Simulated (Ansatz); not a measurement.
# BFH₈N₂ (built from SMILES BN.F.N): search for a transition state

Aim: find the saddle point of a ligand exchange through a proton shuttle that is to form B1–F6, H5–N8, N2–H7 and break B1–N2, H5–F6, H7–N8, prove it by its vibrations, and relax downhill on both sides to see what it joins.

Computed with Ansatz 0.2.0, Gaussian basis. Level: PBE0-D4, def2-SVP first, then def2-TZVP.

190 further runs of the same task are left out: 190 set aside as unsound or not needed.

## Step 1: The starting structure

The guess: 12 atoms, charge 0, spin multiplicity 1.

Atoms are counted from 1 here; the program's logs count them from 0.

Bond lengths: B1–N2 1.459 Å, B1–H3 1.173 Å, B1–H4 1.173 Å, N2–H9 1.008 Å, N2–H10 1.008 Å, H5–F6 1.119 Å, H5–N8 1.294 Å, H7–N8 1.048 Å, N8–H11 1.011 Å, N8–H12 1.011 Å. Angles: N2–B1–H3 116.9°, N2–B1–H4 117.1°, H3–B1–H4 120.9°, B1–N2–H9 117.1°, B1–N2–H10 117.1°, H9–N2–H10 110.5°, F6–H5–N8 165.8°, H5–N8–H7 89.6°, H5–N8–H11 115.2°, H5–N8–H12 114.9°, H7–N8–H11 112.4°, H7–N8–H12 112.3°, H11–N8–H12 110.9°.

Geometry (Å):

```
B    -1.2616   -0.6284   -0.6569
N     0.0510   -1.1783   -0.3366
H    -1.4516   -0.3244   -1.7737
H    -2.1517   -0.9250    0.0467
H    -0.0920    1.2951    0.3841
F    -1.1416    1.2283    0.0034
H     1.0359    0.0780    0.3981
N     1.1325    1.0659    0.7328
H     0.6474   -1.4231   -1.1112
H     0.0896   -1.8893    0.3769
H     1.3144    1.1199    1.7257
H     1.8278    1.5813    0.2108
```

Distances that are to change: B1–F6 1.97 Å, H5–N8 1.29 Å, N2–H7 1.76 Å, B1–N2 1.46 Å, H5–F6 1.12 Å, H7–N8 1.05 Å.

## Step 2: Relaxing the guess with the reacting distances held

File hold/in.yaml:

```yaml
crystal:
  periodic: [false, false, false]
  atoms:
    - {symbol: B, position_ang: [-1.261600, -0.628400, -0.656900]}
    - {symbol: N, position_ang: [0.051000, -1.178300, -0.336600]}
    - {symbol: H, position_ang: [-1.451600, -0.324400, -1.773700]}
    - {symbol: H, position_ang: [-2.151700, -0.925000, 0.046700]}
    - {symbol: H, position_ang: [-0.092000, 1.295100, 0.384100]}
    - {symbol: F, position_ang: [-1.141600, 1.228300, 0.003400]}
    - {symbol: H, position_ang: [1.035900, 0.078000, 0.398100]}
    - {symbol: N, position_ang: [1.132500, 1.065900, 0.732800]}
    - {symbol: H, position_ang: [0.647400, -1.423100, -1.111200]}
    - {symbol: H, position_ang: [0.089600, -1.889300, 0.376900]}
    - {symbol: H, position_ang: [1.314400, 1.119900, 1.725700]}
    - {symbol: H, position_ang: [1.827800, 1.581300, 0.210800]}
basis:
  gaussian: {orbitals: def2-SVP}
hamiltonian: {xc: pbe0, dispersion: d4}
relax: {f_tol: 0.04, max_steps: 150, escape_saddle: false, constraints: [{distance: [0, 5]}, {distance: [4, 7]}, {distance: [1, 6]}, {distance: [0, 1]}, {distance: [4, 5]}, {distance: [6, 7]}]}
```

Command:

```
> ansatz run in.yaml --threads 4 --pin off --events-out ev --progress --plain --max-ram 9574MiB
```

The runs that follow: A starting Hessian; Saddle search in the small basis; Saddle search in triple zeta; Vibrations at the point found; Relaxing after a step of 0.30 Å one way along the mode; Relaxing after a step of 0.30 Å the other way along the mode.

What does the calculation give? Wanted: imaginary mode; barrier from the start side; barrier from the end side; energy of the step; pairs that change; zero-point energy at the saddle.

**Answer**, as computed:

| quantity | value |
| --- | --- |
| imaginary mode | 245i cm⁻¹ |
| barrier from the start side | 0.185 eV |
| barrier from the end side | 1.072 eV |
| energy of the step | -0.888 eV |
| pairs that change | B1–F6 formed, N2–H7 formed, H5–N8 formed, B1–N2 loosened, H5–F6 broken, H7–N8 broken |
| zero-point energy at the saddle | 2.673 eV |

**Reading.** One imaginary mode, 245i cm⁻¹, makes this a first-order saddle. Going downhill both ways gives the intended start and end. A bond meant to break is only loosened at the end: the products stay bound as an adduct. At PBE0-D4/def2-TZVP the electronic barrier is 0.185 eV, about 7 kT at 298 K, and the step runs 0.888 eV downhill. A step off the saddle overshot and began above it in energy, so the link to its end is likely but not proven.
